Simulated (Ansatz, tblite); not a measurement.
# VF5: charged states by level of theory

The task here is to estimate one member of a computed series from the others.

Computed with Ansatz 0.2.0, Gaussian basis. Level: as each input shows.

The runs, in order: charge +1 doublet, at the geometry of the singlet (PBE0-D4/def2-TZVP, PBE-D4/def2-TZVP, r2SCAN-D4/def2-TZVP, CCSD(T)/def2-SVP); charge +1 doublet, relaxed (PBE0-D4/def2-TZVP, PBE-D4/def2-TZVP); the starting singlet's energies come from earlier runs.

## The structure

The singlet was relaxed beforehand with PBE0-D4/def2-SVP.

6 atoms, charge 0, spin multiplicity 1.

Atoms are counted from 1 here; the program's logs count them from 0.

Bond lengths: V1–F2 1.720 Å, V1–F3 1.720 Å, V1–F4 1.685 Å, V1–F5 1.685 Å, V1–F6 1.685 Å. Angles: F2–V1–F3 179.9°, F2–V1–F4 90.0°, F2–V1–F5 90.0°, F2–V1–F6 90.0°, F3–V1–F4 90.0°, F3–V1–F5 90.0°, F3–V1–F6 90.0°, F4–V1–F5 120.0°, F4–V1–F6 120.0°, F5–V1–F6 120.0°.

Formally the metal is d0. No spin-orbit coupling is included.

The first run:

in.yaml reads:

```yaml
crystal:
  periodic: [false, false, false]
  atoms:
    - {symbol: V, position_ang: [-0.000309, 0.000278, -0.000016]}
    - {symbol: F, position_ang: [-0.014555, -0.006066, 1.719985]}
    - {symbol: F, position_ang: [0.015567, 0.004279, -1.720016]}
    - {symbol: F, position_ang: [1.684881, 0.010550, 0.014792]}
    - {symbol: F, position_ang: [-0.850961, 1.454911, -0.003093]}
    - {symbol: F, position_ang: [-0.834632, -1.463953, -0.011652]}
basis:
  gaussian: {orbitals: def2-SVP}
total_charge: 1
magnetization: {spin_polarized: true, initial_magnetization: 1}
hamiltonian: {xc: pbe0, dispersion: d4}
output: {orbitals: {seedname: orbitals}}
```

On the command line:

```sh
$ ansatz run in.yaml --threads 4 --pin off --events-out ev --progress --plain --max-ram 3916MiB
```

Steps of the session up to this table: Charge +1 doublet at the fixed geometry, first pass, PBE0-D4/def2-SVP; Charge +1 doublet at the fixed geometry, PBE0-D4/def2-TZVP; Charge +1 doublet at the fixed geometry, PBE-D4/def2-TZVP; Charge +1 doublet at the fixed geometry, r2SCAN-D4/def2-TZVP; Charge +1 doublet at the fixed geometry, CCSD(T)/def2-SVP.

One of the session's tables, all rows but one given; the rest of the session is left out.

It belongs to the step «Vertical ionisation energy». 

```
             method  vertical ionisation energy (eV)
        HF/def2-SVP                            14.38
   PBE-D4/def2-TZVP                                ?
r2SCAN-D4/def2-TZVP                            14.17
  PBE0-D4/def2-TZVP                            14.72
       MP2/def2-SVP                            14.79
      CCSD/def2-SVP                            14.96
   CCSD(T)/def2-SVP                            14.57
```

Q: Estimate the row for PBE-D4/def2-TZVP from the others.

The run gave: vertical ionisation energy (eV): 13.76. In the column «vertical ionisation energy (eV)» it is the lowest.
